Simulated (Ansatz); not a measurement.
What does this script print? It uses Ansatz 0.2.0, Python API.

Input file `input.yaml`:
```yaml
crystal:
  lattice:
    - [6.568094, 0.0, 0.0]
    - [-3.284047, 5.688136, 0.0]
    - [0.0, 0.0, 4.992786]
  atoms:
    - { symbol: Li, position: [0.299538, 0.149769, 0.75] }
    - { symbol: Li, position: [0.850231, 0.149769, 0.75] }
    - { symbol: Li, position: [0.850231, 0.700462, 0.75] }
    - { symbol: Li, position: [0.700462, 0.850231, 0.25] }
    - { symbol: Li, position: [0.149769, 0.850231, 0.25] }
    - { symbol: Li, position: [0.149769, 0.299538, 0.25] }
    - { symbol: "Y", position: [0.666667, 0.333333, 0.25] }
    - { symbol: "Y", position: [0.333333, 0.666667, 0.75] }
kpoints:
  mp_grid: { kspacing: 0.3 }
hamiltonian:
  xc: pbe
  hubbard: { sites: [{ species: "Y", l: d, u_eff: 6.0 }], double_counting: fll }
scf:
  occupations: { method: fermi_dirac, width: 0.1 }
output:
  stress: true
  eigenvalues: true
basis:
  ecutwfc: "350 eV"
md:
  timestep: 1.0
  n_steps: 500
  ensemble: nvt_langevin
  temperature: 300.0
```

`convert.py`:
```python
"""Turn an input file for Li3Y into a chain of calls."""

import ansatz

calc = ansatz.Calculation.from_yaml("input.yaml")
print(calc.to_python())
```

`python convert.py` gives:
```text
(
    az.Lattice.of(((6.568094, 0.0, 0.0), (-3.284047, 5.688136, 0.0), (0.0, 0.0, 4.992786)))
    .atom("Li", (0.299538, 0.149769, 0.75))
    .atom("Li", (0.850231, 0.149769, 0.75))
    .atom("Li", (0.850231, 0.700462, 0.75))
    .atom("Li", (0.700462, 0.850231, 0.25))
    .atom("Li", (0.149769, 0.850231, 0.25))
    .atom("Li", (0.149769, 0.299538, 0.25))
    .atom("Y", (0.666667, 0.333333, 0.25))
    .atom("Y", (0.333333, 0.666667, 0.75))
    .calculation()
    .basis(cutoff=350.0)
    .kpoints(spacing=0.3)
    .functional("pbe")
    .hubbard(double_counting="fll")
    .hubbard("Y", "d", u_eff=6.0)
    .occupations(method="fermi_dirac", width=0.1)
    .md(timestep=1.0, steps=500, ensemble="nvt_langevin", temperature=300.0)
    .stress()
    .band_table(publish=True)
)
```

The input is only written out: it wasn't run, and its settings aren't tested. The structure comes from a database and needn't be a stable phase.
